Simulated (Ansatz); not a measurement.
This script makes vertical spin-state energies of C2H7NSSi, SMILES CNC1[SiH2]S1 with Ansatz 0.2.0, Python API.

`spin_c2h7nssi.py`
```python
"""Gap between spin states of C2H7NSSi at one geometry."""

import ansatz as az
from ase import Atoms

atoms = Atoms(["C", "N", "C", "Si", "S", "H", "H", "H", "H", "H", "H", "H"], positions=[
    (-0.4635, 1.166, 1.4411),
    (-0.7336, 0.4618, 0.1917),
    (0.3452, -0.4641, -0.1205),
    (0.2878, -1.6588, -1.496),
    (1.4434, 0.1144, -1.3134),
    (-1.3527, 1.9066, 1.5969),
    (0.4313, 1.8102, 1.3863),
    (-0.4148, 0.5524, 2.282),
    (-0.7934, 1.1585, -0.5305),
    (0.8414, -0.9249, 0.7849),
    (1.1619, -2.7993, -1.5717),
    (-0.676, -1.378, -2.6166),
])
molecule = az.Crystal.molecule_from_ase(atoms)

setup = (
    molecule.calculation()
    .basis(gaussian="def2-SVPD")  # the orbital basis, by name
    .functional("PBE0")
)
found = {}
for unpaired in [0, 2]:
    data = setup.spin("collinear", total=unpaired).run(threads=1).report
    s = unpaired / 2
    found[unpaired] = data["free_energy_ev"]
    print(f"2S+1 = {unpaired + 1}: E = {found[unpaired]:.5f} eV, <S^2> = {abs(data['mean_field']['state']['spin_squared']):.3f} (pure state {s * (s + 1):.2f})")
lowest = min(found, key=found.get)
for unpaired, e in found.items():
    print(f"multiplicity {unpaired + 1}: {23.060548 * (e - found[lowest]):.1f} kcal/mol above the lowest")
```

Which spin state is lowest at this geometry, and how far above lie the others?

In order: multiplicity 1 (+0.00 eV) and multiplicity 3 (+3.75 eV), all at the one geometry.

The output:

```console
$ python spin_c2h7nssi.py
2S+1 = 1: E = -22370.38174 eV, <S^2> = 0.000 (pure state 0.00)
2S+1 = 3: E = -22366.63147 eV, <S^2> = 2.008 (pure state 2.00)
multiplicity 1: 0.0 kcal/mol above the lowest
multiplicity 3: 86.5 kcal/mol above the lowest
```

What to keep in mind:
- Total energies depend on the basis set; only differences at equal settings carry meaning.
- The geometry is a force-field or estimated start, not a minimum of this method, and the basis set is short of its limit. All parts are taken at fixed geometry, without zero-point energy.
- Finished in 40 s on 1 thread of Arm Neoverse V1 (shared host), peak memory 0.62 GiB.
